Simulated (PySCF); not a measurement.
# C6H6OS: excited states, first hyperpolarisability

What do calculations give for the excited states, first hyperpolarisability of C6H6OS (`Oc1ccc(S)cc1`)?

Computed with PySCF 2.14.0 and routines of our own; the level stands in each step. Atoms count from 0.

## 1. The starting structure

14 atoms, charge 0, multiplicity 1; geometry from: GFN2-xTB.

## 2. Optimising the geometry at PBE0-D3(BJ)/def2-SVP

What the job is given:

```
{"job": {"xc": "PBE0", "basis": "def2-SVP", "d3": "d3bj", "grid": 2, "kind": "geom"}, "charge": 0, "multiplicity": 1}
O     -2.724687     0.619881    -0.028619
C     -1.407755     0.280258    -0.013840
C     -0.982699    -1.042970     0.024258
C      0.366004    -1.339993     0.034765
C      1.304303    -0.317368     0.010242
S      3.021186    -0.750909     0.027553
C      0.884058     1.005679    -0.026067
C     -0.463484     1.302238    -0.038723
H     -3.268784    -0.176561    -0.004785
H     -1.709982    -1.843667     0.045878
H      0.696123    -2.366964     0.060888
H      3.481989     0.497712    -0.001865
H      1.607715     1.807664    -0.045642
H     -0.804666     2.324527    -0.066209
```

Run with:

```bash
$ OMP_NUM_THREADS=1 python excited_run.py task.json out
```

One launch serves the whole session: the jobs run in the order shown.

The program printed:

```text
step   0  E = -704.83472108  max force = 0.014956
step   1  E = -704.83609713  max force = 0.002670
step   2  E = -704.83611185  max force = 0.001149
step   3  E = -704.83612307  max force = 0.001129
step   4  E = -704.83612632  max force = 0.000816
step   5  E = -704.83612812  max force = 0.000558
step   6  E = -704.83612946  max force = 0.000155
optimisation converged
```

Wall time 64 s (1 thread of Arm Neoverse V1, shared host); peak memory 0.71 GiB.

Along the way:

```csv
step,energy from step 0 (eV),largest force component (eV/Å)
0,0.0000,0.7691
1,-0.0374,0.1373
2,-0.0378,0.0591
3,-0.0382,0.0581
4,-0.0382,0.0420
5,-0.0383,0.0287
6,-0.0383,0.0080
```

Close pairs (by a distance rule), those that changed most:

```csv
bond,before (Å),after (Å),change (Å)
S5–H11,1.331,1.348,+0.017
C3–H10,1.079,1.093,+0.014
C7–H13,1.078,1.092,+0.013
C2–H9,1.082,1.094,+0.013
C6–H12,1.080,1.093,+0.012
C4–C6,1.389,1.400,+0.012
C2–C3,1.381,1.392,+0.011
C3–C4,1.388,1.398,+0.010
```

The next job starts from the end point, and lists it.

```csv
at the end point,value
point group (found at 0.08 Å tolerance),Cs
"rotational constants (GHz, main isotopes)","5.572, 0.979, 0.833"
dipole moment (D),1.08
```

## 3. Excited states: TDA wB97X-D/def2-TZVP

What the job is given:

```
{"job": {"kind": "states", "xc": "wB97X-D", "basis": "def2-TZVP", "tda": true, "soc": true, "nstates": 6, "ntriplets": 5, "nquad": 4}, "charge": 0, "multiplicity": 1}
O     -2.600929     0.756838     0.030126
C     -1.294516     0.413494     0.042292
C     -0.856900    -0.913170     0.078696
C      0.502895    -1.209492     0.089802
C      1.456107    -0.186481     0.064664
S      3.166684    -0.641112     0.080685
C      1.012170     1.141163     0.028122
C     -0.345047     1.438828     0.017059
H     -3.139543    -0.040917     0.050135
H     -1.587207    -1.728088     0.098738
H      0.822665    -2.254064     0.118485
H      3.661011     0.612795     0.049942
H      1.735138     1.960422     0.007842
H     -0.690621     2.473835    -0.011390
```

Method: TDA wB97X-D/def2-TZVP excited states, vertical, gas phase, spin-orbit mean-field couplings.

The program printed:

```text
coarse grid: 12952 points
cycle   1  E = -705.6117971548  dE =  1.671e+00  |g| = 6.172e-01  |ddm| = 3.960e+00
cycle   2  E = -705.6261483460  dE = -1.435e-02  |g| = 6.364e-01  |ddm| = 1.547e+00
cycle   3  E = -705.6907648314  dE = -6.462e-02  |g| = 7.599e-02  |ddm| = 8.365e-01
cycle   4  E = -705.6918618065  dE = -1.097e-03  |g| = 3.071e-02  |ddm| = 1.487e-01
cycle   5  E = -705.6920853239  dE = -2.235e-04  |g| = 7.968e-03  |ddm| = 4.868e-02
cycle   6  E = -705.6921018908  dE = -1.657e-05  |g| = 3.071e-03  |ddm| = 2.133e-02
cycle   7  E = -705.6921043320  dE = -2.441e-06  |g| = 8.362e-04  |ddm| = 6.771e-03
final grid: 122440 points
cycle   8  E = -705.6737353271  dE = -1.975e-04  |g| = 6.373e-03  |ddm| = 1.898e-01
cycle   9  E = -705.6737388118  dE = -3.485e-06  |g| = 3.733e-03  |ddm| = 1.665e-02
cycle  10  E = -705.6737410961  dE = -2.284e-06  |g| = 7.045e-04  |ddm| = 3.850e-03
cycle  11  E = -705.6737412181  dE = -1.220e-07  |g| = 2.789e-04  |ddm| = 1.297e-03
cycle  12  E = -705.6737412365  dE = -1.843e-08  |g| = 9.549e-05  |ddm| = 3.832e-04
cycle  13  E = -705.6737412390  dE = -2.462e-09  |g| = 1.813e-05  |ddm| = 1.135e-04
cycle  14  E = -705.6737412392  dE = -1.828e-10  |g| = 7.506e-06  |ddm| = 7.216e-05
converged SCF energy = -705.6737412392

Singlet excitations
state   eV       nm        f     d(h-e)  d(exc)  Lambda  PR(NTO)  |dmu|/D   mu/D   main configurations
  1   4.7942   258.6   0.04543   0.530   3.066   0.617   1.358    1.639    0.808   H->L 0.84, H-1->L+1 0.14
  2   5.0395   246.0   0.00001   0.917   2.970   0.414   1.010    3.337    4.491   H->L+2 0.86, H-2->L+2 0.10
  3   5.7179   216.8   0.28801   0.602   3.119   0.794   1.361    1.583    0.728   H->L+1 0.84, H-1->L 0.12
  4   6.4749   191.5   0.00096   0.996   3.747   0.339   1.185    4.081    2.919   H->L+3 0.75, H->L+4 0.12
  5   6.8468   181.1   0.00422   0.425   3.480   0.435   1.359                     H->L+4 0.69, H-2->L+3 0.11, H->L+3 0.11
  6   6.8722   180.4   0.05907   1.541   3.371   0.541   1.787                     H-2->L 0.59, H-1->L+1 0.30

Triplet excitations (Tamm-Dancoff)
state   eV     d(h-e)  d(exc)  Lambda  PR(NTO)   main configurations
  1   3.8057   0.296   2.919   0.628   1.012   H->L 0.85
  2   3.8516   0.205   2.793   0.775   1.276   H->L+1 0.72, H-1->L 0.12, H->L 0.09
  3   4.6699   0.018   2.621   0.876   1.373   H-1->L 0.83, H->L+1 0.14
  4   4.6718   0.769   2.822   0.418   1.026   H->L+2 0.80, H-2->L+2 0.14
  5   5.6739   0.217   2.672   0.638   1.030   H-1->L+1 0.98
S1 - T1 = 0.9885 eV

Spin-orbit couplings |<S|Hso|T>| (cm-1)
             T1       T2       T3       T4       T5
S0        0.272    0.387   12.776  147.189    0.134
S1        0.012    0.037    0.115    1.391    0.003
S2        5.229   15.134    6.201    0.621    0.574
S3        0.035    0.030    1.387   15.921    0.028
S4        5.127   12.279    6.036   33.455    0.779
S5        3.515    9.313    4.952   35.412    0.597
S6        0.061    0.079    0.109    1.443    0.009
T1 sublevels (cm-1): 0.000 0.002 0.002   radiative rates (1/s): 0.114 0.00508 0.235
```

Run time: 74 s. Hardware: 1 thread of Arm Neoverse V1, shared host; peak memory 1.1 GiB.

From this job:

```csv
quantity,value
S1 less T1,0.99 eV
```

## 4. Excited states: TDDFT CAM-B3LYP/aug-cc-pVDZ

Settings changed since step 3:

```diff
@@ -1,2 +1,2 @@
-{"job": {"kind": "states", "xc": "wB97X-D", "basis": "def2-TZVP", "tda": true, "soc": true, "nstates": 6, "ntriplets": 5, "nquad": 4}, "charge": 0, "multiplicity": 1}
+{"job": {"kind": "states", "xc": "CAM-B3LYP", "basis": "aug-cc-pVDZ", "tpa": true, "nstates": 8, "nquad": 6, "ntriplets": 0}, "charge": 0, "multiplicity": 1}
 O     -2.600929     0.756838     0.030126
```

With the program's defaults for keys left out, this is: TDDFT CAM-B3LYP/aug-cc-pVDZ excited states, vertical, gas phase, two-photon moments by quadratic response.

The program printed:

```text
coarse grid: 12952 points
cycle   1  E = -705.4572315526  dE =  1.663e+00  |g| = 5.750e-01  |ddm| = 4.217e+01
cycle   2  E = -705.4547596418  dE =  2.472e-03  |g| = 6.512e-01  |ddm| = 4.972e+00
cycle   3  E = -705.5298651798  dE = -7.511e-02  |g| = 8.013e-02  |ddm| = 1.859e+00
cycle   4  E = -705.5310650988  dE = -1.200e-03  |g| = 3.272e-02  |ddm| = 4.885e-01
cycle   5  E = -705.5313261139  dE = -2.610e-04  |g| = 9.494e-03  |ddm| = 2.729e-01
cycle   6  E = -705.5313483660  dE = -2.225e-05  |g| = 3.101e-03  |ddm| = 5.106e-02
cycle   7  E = -705.5313508448  dE = -2.479e-06  |g| = 8.678e-04  |ddm| = 1.653e-02
final grid: 122440 points
cycle   8  E = -705.5509533340  dE = -2.125e-05  |g| = 3.297e-03  |ddm| = 4.917e-01
cycle   9  E = -705.5509537686  dE = -4.346e-07  |g| = 3.164e-03  |ddm| = 6.301e-02
cycle  10  E = -705.5509564057  dE = -2.637e-06  |g| = 3.380e-04  |ddm| = 1.890e-02
cycle  11  E = -705.5509564269  dE = -2.121e-08  |g| = 2.200e-04  |ddm| = 3.144e-03
cycle  12  E = -705.5509564404  dE = -1.353e-08  |g| = 4.274e-05  |ddm| = 1.384e-03
cycle  13  E = -705.5509564409  dE = -5.218e-10  |g| = 1.179e-05  |ddm| = 3.113e-04
converged SCF energy = -705.5509564409

Singlet excitations
state   eV       nm        f     d(h-e)  d(exc)  Lambda  PR(NTO)  |dmu|/D   mu/D   delta(TPA)   sigma/GM   main configurations
  1   4.5833   270.5   0.03289   0.509   3.138   0.601   1.334    1.691    0.899        8.90      0.068   H->L+2 0.91
  2   4.7942   258.6   0.00308   1.058   3.765   0.252   1.035    4.128    5.216       19.71      0.166   H->L+1 0.46, H->L 0.18, H->L+7 0.15
  3   5.1594   240.3   0.00005   2.880   4.948   0.215   1.049   12.188   11.099        3.83      0.037   H->L 0.68, H->L+1 0.18
  4   5.3130   233.4   0.22697   0.431   3.358   0.718   1.305    0.995    0.419       19.85      0.205   H->L+4 0.91
  5   5.5030   225.3   0.01523   2.106   4.270   0.262   1.035    9.343   10.400      139.68      1.550   H->L+7 0.23, H->L+5 0.21, H->L+1 0.20
  6   5.8269   212.8   0.00133   1.013   5.178   0.169   1.043    4.207    3.601       25.26      0.314   H->L+3 0.89
  7   5.9470   208.5   0.00013   1.347   4.813   0.248   1.143                                            H->L+5 0.62, H->L+7 0.08
  8   6.4300   192.8   0.00211   0.986   4.933   0.261   1.208                                            H->L+6 0.41, H->L+7 0.19, H->L+9 0.16
```

Run time: 87 s. Hardware: 1 thread of Arm Neoverse V1, shared host; peak memory 0.98 GiB.

## 5. First hyperpolarisability: quadratic response CAM-B3LYP/aug-cc-pVDZ

Settings changed since step 4:

```diff
@@ -1,2 +1,2 @@
-{"job": {"kind": "states", "xc": "CAM-B3LYP", "basis": "aug-cc-pVDZ", "tpa": true, "nstates": 8, "nquad": 6, "ntriplets": 0}, "charge": 0, "multiplicity": 1}
+{"job": {"kind": "beta", "xc": "CAM-B3LYP", "basis": "aug-cc-pVDZ"}, "charge": 0, "multiplicity": 1}
 O     -2.600929     0.756838     0.030126
```

With the program's defaults for keys left out, this is: quadratic response CAM-B3LYP/aug-cc-pVDZ first hyperpolarisability, Taylor convention, gas phase.

The program printed:

```text
coarse grid: 12952 points
cycle   1  E = -705.4572315526  dE =  1.663e+00  |g| = 5.750e-01  |ddm| = 4.217e+01
cycle   2  E = -705.4547596418  dE =  2.472e-03  |g| = 6.512e-01  |ddm| = 4.972e+00
cycle   3  E = -705.5298651798  dE = -7.511e-02  |g| = 8.013e-02  |ddm| = 1.859e+00
cycle   4  E = -705.5310650988  dE = -1.200e-03  |g| = 3.272e-02  |ddm| = 4.885e-01
cycle   5  E = -705.5313261139  dE = -2.610e-04  |g| = 9.494e-03  |ddm| = 2.729e-01
cycle   6  E = -705.5313483660  dE = -2.225e-05  |g| = 3.101e-03  |ddm| = 5.106e-02
cycle   7  E = -705.5313508448  dE = -2.479e-06  |g| = 8.678e-04  |ddm| = 1.653e-02
final grid: 122440 points
cycle   8  E = -705.5509533340  dE = -2.125e-05  |g| = 3.297e-03  |ddm| = 4.917e-01
cycle   9  E = -705.5509537686  dE = -4.346e-07  |g| = 3.164e-03  |ddm| = 6.301e-02
cycle  10  E = -705.5509564057  dE = -2.637e-06  |g| = 3.380e-04  |ddm| = 1.890e-02
cycle  11  E = -705.5509564269  dE = -2.121e-08  |g| = 2.200e-04  |ddm| = 3.144e-03
cycle  12  E = -705.5509564404  dE = -1.353e-08  |g| = 4.274e-05  |ddm| = 1.384e-03
cycle  13  E = -705.5509564409  dE = -5.218e-10  |g| = 1.179e-05  |ddm| = 3.113e-04
converged SCF energy = -705.5509564409

Lowest singlets (eV, f): 4.5833 0.0329  4.7942 0.0031  5.1594 0.0001

First hyperpolarisability (au)
process     nm      |vector|   parallel      HRS      DR
static         -      183.50       86.2      79.06    4.42
shg       1907.0      187.60      87.93      82.33   4.149
eope      1907.0      184.88      86.78          -       -
shg       1064.0      195.90      91.31      91.06   3.504
eope      1064.0      187.89      88.05          -       -
```

Wall time 57 s (1 thread of Arm Neoverse V1, shared host); peak memory 0.98 GiB.

## 6. What came out

```
                                                   quantity                                                value
                                                point group                                                   Cs
                       rotational constants (main isotopes)                                 5.57, 0.98, 0.83 GHz
                 S1 less T1 (step 3, TDA wB97X-D/def2-TZVP)                                              0.99 eV
β vector (step 5, quadratic response CAM-B3LYP/aug-cc-pVDZ)  static 184, SHG 1907.0 nm 188, SHG 1064.0 nm 196 au
```

What this shows: Over 6 steps the energy fell by 0.038 eV; of the close pairs, S5–H11 changed most, 1.331 to 1.348 Å. In step 3, the number of triplets below S1 is 4, and the largest singlet-triplet spin-orbit coupling is S0–T4, 147.19 cm⁻¹. β grows from 184 au (static) to 196 au for doubling at 1064.0 nm: normal dispersion, which grows as twice the photon energy moves toward the bright states.
